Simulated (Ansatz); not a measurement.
CdH2OS, SMILES [OH][Cd][SH], vertical and adiabatic energies of changing the electron count

Program: Ansatz 0.2.0, Python API.

The script, `adiabatic_cdh2os.py`:
```python
"""How CdH2OS relaxes after losing an electron."""

import itertools

import ansatz as az
from ase.data import atomic_numbers, covalent_radii
import numpy as np

GEOMETRY = """
O    -0.08801   -1.30259    0.56139
Cd   -1.06252    0.21849   -0.17540
S     0.37304    1.97510   -0.81667
H    -0.58495   -2.08063    0.82648
H     1.36244    1.18963   -0.39580
"""

system = az.Crystal.molecule()
for line in GEOMETRY.strip().splitlines():
    symbol, *xyz = line.split()
    system = system.atom(symbol, [float(v) for v in xyz])

calc = (
    system.calculation()
    .basis(gaussian="def2-SVP")
    .functional("r2scan")
)
symbols = [site.symbol for site in system.cartesian_sites]
start = np.array([site.position_ang for site in system.cartesian_sites], dtype=float)
r = calc.relax(force_tolerance=0.01, max_steps=100).run().report
end = np.array(r["positions_ang"])

minimum = az.Crystal.molecule()
for symbol, place in zip(symbols, end):
    minimum = minimum.atom(symbol, place.tolist())
ion = (
    minimum.calculation()
    .basis(gaussian="def2-SVP")
    .functional("r2scan")
    .charge(1)
    .spin("collinear", total=1)
)
vertical = ion.run().report
settled = ion.relax(force_tolerance=0.01, max_steps=80).run().report
print(f"vertical ionisation energy   {vertical['free_energy_ev'] - r['free_energy_ev']:.3f} eV")
print(f"adiabatic, no zero point     {settled['free_energy_ev'] - r['free_energy_ev']:.3f} eV")
print(f"relaxation energy of the ion {vertical['free_energy_ev'] - settled['free_energy_ev']:.3f} eV")
ionised = np.array(settled["positions_ang"])
# pairs closer than 1.2 times the sum of covalent radii, before or after
radius = [covalent_radii[atomic_numbers[s]] for s in symbols]
span = lambda where, i, j: np.linalg.norm(where[i] - where[j])
bonded = [(i, j) for i, j in itertools.combinations(range(len(symbols)), 2) if min(span(end, i, j), span(ionised, i, j)) < 1.2 * (radius[i] + radius[j])]
print("pair        before    after (A)")
for i, j in bonded:
    print(f"{symbols[i]}{i}-{symbols[j]}{j}".ljust(10), f"{span(end, i, j):8.4f} {span(ionised, i, j):8.4f}")
```

Running `python adiabatic_cdh2os.py` prints:
```text
vertical ionisation energy   9.345 eV
adiabatic, no zero point     9.102 eV
relaxation energy of the ion 0.243 eV
pair        before    after (A)
O0-Cd1       1.9696   1.9790
O0-H3        0.9680   0.9761
Cd1-S2       2.3309   2.3741
S2-H4        1.3532   1.3611
```

What to keep in mind:
- The energies are electronic: no zero-point or thermal terms, and the basis set is short of its limit. The product may relax into another structure. Each relaxation finds its nearest minimum, which needn't be the lowest.
- def2 sets replace the cores of elements past krypton by effective core potentials.
- Run time: 3.5 min on 1 thread of Arm Neoverse V2, on a shared host, peak memory 0.3 GiB.
